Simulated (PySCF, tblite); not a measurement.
# C₇H₁₄GeO: geometry, infrared bands and NMR shifts

Wanted: the infrared bands and NMR shifts of C₇H₁₄GeO (`CC1=CC[C@H]([CH2][GeH3])OC1`), by calculation.

Computed with tblite 0.8.0 and PySCF 2.14.0, with density-fitted response routines of our own, on a single molecule in the gas phase. Atoms count from 0, in the outputs and in this text.

### Step 1. The starting structure

23 atoms, charge 0, multiplicity 1; geometry from: force field or distance geometry start.

Bonds of the start (Å): C0–C1 1.46, C1–C2 1.36, C2–C3 1.50, C3–C4 1.48, C4–C5 1.51, C5–Ge6 1.93, C4–O7 1.37, O7–C8 1.37, C8–C1 1.50, C0–H9 1.11, C0–H10 1.11, C0–H11 1.10, C2–H12 1.10, C3–H13 1.10, C3–H14 1.12, C4–H15 1.12, C5–H16 1.12, C5–H17 1.12, Ge6–H18 1.57, Ge6–H19 1.53, Ge6–H20 1.56, C8–H21 1.12, C8–H22 1.12.

### Step 2. Geometry optimisation with GFN2-xTB

What the job is given:

```
{"job": {"kind": "relax", "xc": "GFN2-xTB", "basis": "xTB"}, "charge": 0, "multiplicity": 1}
C     -3.224000     0.337200    -0.068700
C     -1.794900     0.049800    -0.054000
C     -1.221500    -0.860000     0.779100
C      0.259400    -1.035400     0.669900
C      0.720400    -0.928700    -0.728600
C      2.186500    -0.582200    -0.805600
Ge     2.667500     1.082200     0.038000
O      0.037100    -0.078600    -1.554900
C     -0.859800     0.775200    -0.977900
H     -3.863700    -0.571600    -0.064700
H     -3.486000     0.970300     0.809800
H     -3.474700     0.926800    -0.967400
H     -1.839400    -1.425800     1.491000
H      0.690800    -0.244100     1.301000
H      0.558000    -2.002400     1.141200
H      0.647800    -1.960500    -1.157900
H      2.528100    -0.515300    -1.865200
H      2.719800    -1.416700    -0.289900
H      4.121400     0.919700     0.611400
H      1.790400     1.475500     1.234400
H      2.649200     2.248400    -0.991300
H     -1.521400     1.305300    -1.702900
H     -0.295600     1.557600    -0.400200
```

Command:

```sh
$ OMP_NUM_THREADS=1 python probes_run.py task.json out
```

One launch serves the whole session: the jobs run in the order shown.

The program printed:

```text
step      E/eV     max force
  0    -763.79803    2.702
  1    -764.12161    2.034
  2    -764.20093    0.933
  3    -764.23775    0.406
  4    -764.27497    0.327
  5    -764.28882    0.325
  6    -764.31044    0.288
  7    -764.32048    0.224
  8    -764.32859    0.174
  9    -764.33439    0.202
 10    -764.33969    0.187
 11    -764.34358    0.133
 12    -764.34676    0.118
 13    -764.34948    0.134
 14    -764.35214    0.125
 15    -764.35496    0.125
 16    -764.35830    0.145
 17    -764.36253    0.168
 18    -764.36794    0.203
 19    -764.37429    0.187
 20    -764.38100    0.172
 21    -764.38778    0.192
 22    -764.39432    0.190
 23    -764.40014    0.175
 24    -764.40538    0.143
 25    -764.41092    0.165
 26    -764.41777    0.209
 27    -764.42579    0.199
 28    -764.43319    0.217
 29    -764.43912    0.179
 30    -764.44528    0.173
 31    -764.45335    0.229
 32    -764.46283    0.292
 33    -764.47149    0.285
 34    -764.47688    0.244
 35    -764.48537    0.209
 36    -764.49269    0.165
 37    -764.49932    0.162
 38    -764.50315    0.152
 39    -764.50593    0.112
 40    -764.50918    0.113
 41    -764.51232    0.131
 42    -764.51573    0.171
 43    -764.51933    0.173
 44    -764.52319    0.137
 45    -764.52719    0.158
 46    -764.53124    0.148
 47    -764.53552    0.189
 48    -764.54065    0.218
 49    -764.54654    0.185
 50    -764.55177    0.214
 51    -764.55626    0.147
 52    -764.55945    0.122
 53    -764.56147    0.104
 54    -764.56344    0.109
 55    -764.56562    0.117
 56    -764.56773    0.114
 57    -764.57019    0.134
 58    -764.57345    0.135
 59    -764.57786    0.187
 60    -764.58294    0.203
 61    -764.58778    0.167
 62    -764.59206    0.177
 63    -764.59610    0.152
 64    -764.60030    0.168
 65    -764.60434    0.125
 66    -764.60739    0.121
 67    -764.60949    0.119
 68    -764.61118    0.137
 69    -764.61316    0.113
 70    -764.61588    0.086
 71    -764.61726    0.077
 72    -764.61914    0.085
 73    -764.62114    0.096
 74    -764.62376    0.102
 75    -764.62608    0.097
 76    -764.62795    0.096
 77    -764.62972    0.086
 78    -764.63193    0.092
 79    -764.63493    0.109
 80    -764.63838    0.112
 81    -764.64130    0.118
 82    -764.64347    0.101
 83    -764.64517    0.086
 84    -764.64704    0.081
 85    -764.64968    0.137
 86    -764.65164    0.188
 87    -764.65566    0.140
 88    -764.65856    0.110
 89    -764.66384    0.111
 90    -764.66660    0.146
 91    -764.67343    0.243
 92    -764.67891    0.228
 93    -764.68613    0.194
 94    -764.69166    0.174
 95    -764.69531    0.186
 96    -764.70082    0.168
 97    -764.70502    0.150
 98    -764.71008    0.146
 99    -764.71305    0.142
100    -764.71800    0.128
101    -764.72200    0.126
102    -764.72550    0.099
103    -764.72835    0.126
104    -764.73081    0.127
105    -764.73295    0.122
106    -764.73510    0.106
107    -764.73765    0.097
108    -764.74229    0.159
109    -764.74514    0.137
110    -764.74793    0.113
111    -764.74953    0.097
112    -764.75081    0.086
113    -764.75221    0.089
114    -764.75371    0.074
115    -764.75483    0.075
116    -764.75547    0.062
117    -764.75603    0.060
118    -764.75678    0.055
119    -764.75760    0.062
120    -764.75842    0.075
121    -764.75917    0.068
122    -764.75994    0.073
123    -764.76069    0.067
124    -764.76142    0.059
125    -764.76207    0.053
126    -764.76274    0.060
127    -764.76355    0.065
128    -764.76452    0.072
129    -764.76561    0.068
130    -764.76667    0.066
131    -764.76758    0.052
132    -764.76824    0.049
133    -764.76871    0.047
134    -764.76908    0.037
135    -764.76940    0.038
136    -764.76968    0.038
137    -764.77003    0.043
138    -764.77045    0.040
139    -764.77090    0.041
140    -764.77131    0.038
141    -764.77167    0.037
142    -764.77204    0.036
143    -764.77245    0.036
144    -764.77292    0.047
145    -764.77341    0.052
146    -764.77393    0.054
147    -764.77445    0.068
148    -764.77500    0.065
149    -764.77563    0.074
150    -764.77630    0.076
151    -764.77694    0.058
152    -764.77746    0.047
153    -764.77788    0.040
154    -764.77820    0.047
155    -764.77844    0.035
156    -764.77862    0.027
157    -764.77874    0.028
158    -764.77885    0.029
159    -764.77897    0.022
160    -764.77905    0.016
161    -764.77912    0.013
162    -764.77917    0.018
163    -764.77923    0.017
164    -764.77931    0.023
165    -764.77939    0.019
166    -764.77945    0.013
167    -764.77949    0.013
168    -764.77952    0.014
169    -764.77956    0.014
170    -764.77960    0.011
171    -764.77963    0.008
```

Wall time 1.3 s (1 thread of Arm Neoverse V2, shared host); peak memory 0.18 GiB.

Relaxation path: (not every step is listed)

```tsv
step	energy from step 0 (eV)	largest force (eV/Å)
0	0.0000	2.7022
1	-0.3236	2.0339
2	-0.4029	0.9326
3	-0.4397	0.4061
4	-0.4769	0.3270
5	-0.4908	0.3247
6	-0.5124	0.2884
7	-0.5224	0.2245
8	-0.5306	0.1739
23	-0.6021	0.1747
38	-0.7051	0.1517
53	-0.7634	0.1036
68	-0.8131	0.1367
83	-0.8471	0.0860
98	-0.9120	0.1455
113	-0.9542	0.0891
128	-0.9665	0.0716
143	-0.9744	0.0358
158	-0.9808	0.0285
166	-0.9814	0.0127
167	-0.9815	0.0127
168	-0.9815	0.0139
169	-0.9815	0.0136
170	-0.9816	0.0114
171	-0.9816	0.0081
```

Distances of close pairs at the start and the end, largest changes first:

```tsv
bond	before (Å)	after (Å)	change (Å)
Ge6–H20	1.556	1.488	-0.068
Ge6–H18	1.571	1.508	-0.063
C3–C4	1.476	1.529	+0.052
C5–Ge6	1.927	1.977	+0.050
C4–O7	1.368	1.418	+0.049
Ge6–H19	1.535	1.492	-0.043
O7–C8	1.366	1.406	+0.039
C0–C1	1.458	1.496	+0.038
```

The final coordinates are the input of the step that follows.

### Step 3. Infrared spectrum with GFN2-xTB

What the job is given:

```
{"job": {"kind": "ir", "xc": "GFN2-xTB", "basis": "xTB"}, "charge": 0, "multiplicity": 1}
C     -3.257342     0.397576     0.075163
C     -1.809863     0.029782    -0.014826
C     -1.238191    -0.917394     0.715091
C      0.214508    -1.259360     0.593743
C      0.792286    -0.695546    -0.704197
C      2.308813    -0.642182    -0.680673
Ge     2.811595     1.124168     0.051825
O      0.385754     0.652793    -0.866448
C     -1.002760     0.807614    -1.020677
H     -3.787317    -0.284811     0.734176
H     -3.365280     1.411249     0.460515
H     -3.719742     0.366711    -0.910906
H     -1.808694    -1.471452     1.447562
H      0.762207    -0.826461     1.438910
H      0.353695    -2.342631     0.621574
H      0.412527    -1.289442    -1.553151
H      2.709990    -0.734182    -1.689883
H      2.715525    -1.463746    -0.092510
H      4.281186     1.092712     0.389343
H      2.103056     1.450464     1.323894
H      2.631173     2.242355    -0.912512
H     -1.300751     0.499626    -2.039489
H     -1.197125     1.879142    -0.919970
```

The program printed:

```text
mode    cm-1     km/mol
  1      51.8      0.10
  2      85.9      0.77
  3     132.4      4.28
  4     134.0      0.68
  5     193.7      1.40
  6     228.6      6.58
  7     262.8      0.70
  8     276.6      3.02
  9     343.4      0.81
 10     400.5      3.47
 11     426.3      2.75
 12     471.2     19.85
 13     484.4     30.56
 14     525.8      6.64
 15     536.4     61.25
 16     643.7     41.97
 17     706.4     15.91
 18     765.1     89.99
 19     784.5    348.90
 20     794.0     39.95
 21     835.1     10.19
 22     862.0    115.27
 23     887.7    103.66
 24     919.7      8.34
 25     961.9      3.70
 26     979.5     13.20
 27    1002.9     12.81
 28    1024.0     36.77
 29    1050.1      3.45
 30    1082.8     13.36
 31    1099.4      9.18
 32    1107.7     60.13
 33    1147.7     11.68
 34    1181.3      1.37
 35    1184.3     12.39
 36    1216.9     11.74
 37    1237.9     14.91
 38    1276.9      5.52
 39    1296.7      5.98
 40    1317.1     10.49
 41    1335.2      6.84
 42    1348.2     21.87
 43    1404.0      4.90
 44    1449.0      1.00
 45    1452.5      1.88
 46    1463.4      0.42
 47    1478.8      5.07
 48    1484.1      4.01
 49    1748.9      2.42
 50    1948.1    309.71
 51    2052.9    392.47
 52    2108.8    407.39
 53    2805.3     57.14
 54    2823.7    103.52
 55    2918.9     44.31
 56    2957.4     18.32
 57    2966.7     33.44
 58    2972.4     53.74
 59    2988.2     38.50
 60    2999.3     28.39
 61    3014.6     34.63
 62    3047.6     16.69
 63    3062.1     71.41
```

Run time: 0.92 s. Hardware: 1 thread of Arm Neoverse V2, shared host; peak memory 0.18 GiB.

Which atoms move in the most intense modes:

```tsv
cm⁻¹	km/mol	atoms
765	90.0	C5 27 %, H17 27 %, H16 20 %
784	348.9	H19 36 %, H20 31 %, H18 26 %
862	115.3	H19 46 %, H20 28 %, H18 23 %
888	103.7	H18 47 %, H20 35 %, H19 16 %
1948	309.7	H18 85 %
2053	392.5	H19 70 %, H20 15 %, H18 13 %
2109	407.4	H20 78 %, H19 19 %
2824	103.5	H15 92 %
```

### Step 4. Shielding tensors: PBE0/pcSseg-1

Same as in step 3 but for these lines:

```diff
@@ -1,2 +1,2 @@
-{"job": {"kind": "ir", "xc": "GFN2-xTB", "basis": "xTB"}, "charge": 0, "multiplicity": 1}
+{"job": {"kind": "nmr", "xc": "PBE0", "basis": "pcSseg-1"}, "charge": 0, "multiplicity": 1}
 C     -3.257342     0.397576     0.075163
```

With the program's defaults for keys left out, this is: GIAO PBE0/pcSseg-1 NMR shielding, non-relativistic, gas phase.

The program printed:

```text
coarse grid: 83464 points
cycle   1  E = -2426.3139050570  dE =  5.190e-01  |g| = 1.021e+00  |ddm| = 4.385e+00
cycle   2  E = -2426.2464223895  dE =  6.748e-02  |g| = 1.147e+00  |ddm| = 1.526e+00
cycle   3  E = -2426.4216728136  dE = -1.753e-01  |g| = 1.902e-01  |ddm| = 1.062e+00
cycle   4  E = -2426.4273932478  dE = -5.720e-03  |g| = 6.709e-02  |ddm| = 1.950e-01
cycle   5  E = -2426.4280675835  dE = -6.743e-04  |g| = 9.602e-03  |ddm| = 6.048e-02
cycle   6  E = -2426.4280817900  dE = -1.421e-05  |g| = 4.976e-03  |ddm| = 1.149e-02
cycle   7  E = -2426.4280876765  dE = -5.887e-06  |g| = 9.713e-04  |ddm| = 5.068e-03
final grid: 177912 points
cycle   8  E = -2426.4281678431  dE =  2.296e-07  |g| = 1.591e-03  |ddm| = 4.243e-03
cycle   9  E = -2426.4281665198  dE =  1.323e-06  |g| = 2.797e-03  |ddm| = 3.953e-03
cycle  10  E = -2426.4281684726  dE = -1.953e-06  |g| = 1.327e-04  |ddm| = 2.500e-03
cycle  11  E = -2426.4281684759  dE = -3.318e-09  |g| = 2.639e-05  |ddm| = 1.244e-04
cycle  12  E = -2426.4281684760  dE = -9.277e-11  |g| = 8.172e-06  |ddm| = 2.539e-05
converged SCF energy = -2426.4281684760

GIAO shielding tensors (ppm)
atom      isotropic    diamagn.    paramagn.     s11        s22        s33       span
  0 C      165.113     243.927     -78.814    149.407    156.454    189.477     40.071
  1 C       46.289     265.820    -219.531    -69.296     44.763    163.399    232.694
  2 C       59.716     254.173    -194.456    -40.893     71.235    148.807    189.700
  3 C      152.190     251.389     -99.198    140.507    150.468    165.596     25.089
  4 C      115.452     246.387    -130.935     96.844    102.166    147.347     50.503
  5 C      165.204     253.472     -88.268    140.470    159.994    195.148     54.678
  6 Ge    1590.351    2753.613   -1163.263   1523.645   1567.214   1680.194    156.549
  7 O      269.266     401.779    -132.513    226.603    260.060    321.135     94.532
  8 C      114.941     241.632    -126.691     91.307     98.524    154.992     63.685
  9 H       29.934      28.247       1.687     25.857     28.618     35.326      9.469
 10 H       29.970      27.795       2.175     25.710     28.107     36.093     10.383
 11 H       30.166      27.240       2.926     26.012     28.366     36.120     10.107
 12 H       25.820      33.433      -7.613     23.070     26.388     28.001      4.931
 13 H       29.460      32.922      -3.462     25.390     30.505     32.485      7.095
 14 H       30.004      32.155      -2.151     25.119     28.827     36.066     10.947
 15 H       27.969      32.991      -5.021     24.783     26.455     32.669      7.886
 16 H       29.796      30.775      -0.978     24.686     27.797     36.905     12.219
 17 H       30.738      31.300      -0.562     25.454     29.130     37.631     12.178
 18 H       28.449      28.292       0.157     21.692     22.532     41.123     19.431
 19 H       28.147      29.785      -1.638     20.875     25.081     38.483     17.607
 20 H       28.093      29.616      -1.522     20.639     24.113     39.528     18.888
 21 H       27.495      30.380      -2.885     22.462     27.214     32.810     10.348
 22 H       27.598      30.838      -3.240     22.363     27.558     32.872     10.508
```

Wall time 66 s (1 thread of Arm Neoverse V2, shared host); peak memory 1.2 GiB.

Shifts follow as δ = σ(reference) − σ, with reference shieldings (ppm) from runs at the same level and on the same kind of geometry: 1H TMS 31.72, 13C TMS 186.9, 17O H2O 336.1, 73Ge GeMe4 1331. The references are single molecules in the gas phase, so shifts against H2O, NH3, PH3, H3PO4 or CFCl3 are not on the usual liquid scales and can be off by tens of ppm. Atoms listed in one row are averaged.

```tsv
atoms	environment	σ (ppm)	δ (ppm)
C1	fully substituted alkene carbon	46.3	140.6
C2	alkene CH	59.7	127.2
C8	allylic sp3 CH2 bonded to O	114.9	72.0
C4	sp3 CH bonded to O	115.5	71.5
C3	allylic sp3 CH2	152.2	34.7
C0	allylic methyl carbon	165.1	21.8
C5	sp3 CH2 bonded to Ge	165.2	21.7
H12	hydrogen on an alkene CH	25.82	5.90
H21	hydrogen on an allylic sp3 CH2 bonded to O	27.50	4.22
H22	hydrogen on an allylic sp3 CH2 bonded to O	27.60	4.12
H15	hydrogen on an sp3 CH bonded to O	27.97	3.75
H18, H19, H20	hydrogen on a germanium bonded to C	28.23	3.49
H13	hydrogen on an allylic sp3 CH2	29.46	2.26
H16	hydrogen on an sp3 CH2 bonded to Ge	29.80	1.92
H14	hydrogen on an allylic sp3 CH2	30.00	1.71
H9, H10, H11	hydrogen on an allylic methyl carbon	30.02	1.69
H17	hydrogen on an sp3 CH2 bonded to Ge	30.74	0.98
Ge6	germanium bonded to C, 3 H	1590	-259
O7	ether oxygen	269.3	66.8
```

The run also stored atomic charges by several schemes (e):

```tsv
atoms	Mulliken	IAO	Hirshfeld	ESP fit
C0	-0.15	-0.42	-0.12	-0.69
C1	-0.46	-0.01	-0.01	0.32
C2	-0.08	-0.17	-0.06	-0.37
C3	-0.09	-0.28	-0.08	-0.11
C4	0.00	0.10	0.04	0.16
C5	-0.43	-0.51	-0.15	-0.46
Ge6	0.28	0.49	0.28	0.35
O7	-0.55	-0.39	-0.11	-0.20
C8	0.24	-0.06	0.00	-0.23
```

Mayer bond orders: C0–C1 1.07, C1–C2 1.87, C2–C3 1.06, C3–C4 0.99, C4–C5 1.01, C5–Ge6 0.91, C4–O7 0.87, O7–C8 0.92, C8–C1 1.00.

Ring of atoms C1, C2, C3, C4, O7, C8: NICS(0) -1.2, NICS(1) -1.8, NICS(1)zz 1.7 ppm (means of both faces).

### Step 5. Summary of results

| quantity | value |
| --- | --- |
| strongest single infrared mode (GFN2-xTB) | 2109 cm⁻¹, 407 km/mol |
| zero-point energy (GFN2-xTB) | 116.9 kcal/mol |
| 13C shifts against TMS (PBE0/pcSseg-1) | 140.6, 127.2, 72.0, 71.5, 34.7, 21.8, 21.7 ppm |
| 1H shifts against TMS (PBE0/pcSseg-1, means over atoms taken as alike) | 5.90, 4.22, 4.12, 3.75, 3.49, 2.26, 1.92, 1.71, 1.69, 0.98 ppm |
| 73Ge shifts against GeMe4 (PBE0/pcSseg-1) | -259 ppm |
| 17O shifts against H2O (PBE0/pcSseg-1) | 66.8 ppm |

What this shows: The optimisation took 171 steps and gained 0.982 eV; among the close pairs (by a distance rule), Ge6–H20 changed most, from 1.556 to 1.488 Å. No mode is imaginary among the 63: a minimum at this level. The strongest single mode, at 2109 cm⁻¹, moves mainly H20. GFN2-xTB is a fitted tight-binding method: band positions and strengths are rough. Its intensities can rank the bands wrongly. The most deshielded hydrogen is H12 (hydrogen on an alkene CH), at 5.90 ppm: attached to an sp2 carbon and in the plane of the double bond. At PBE0/pcSseg-1: The largest span, 233 ppm, is at C1, where the paramagnetic term is -220 ppm. Spin-orbit coupling is left out, which matters for shieldings and couplings at and beside the heavy atoms.
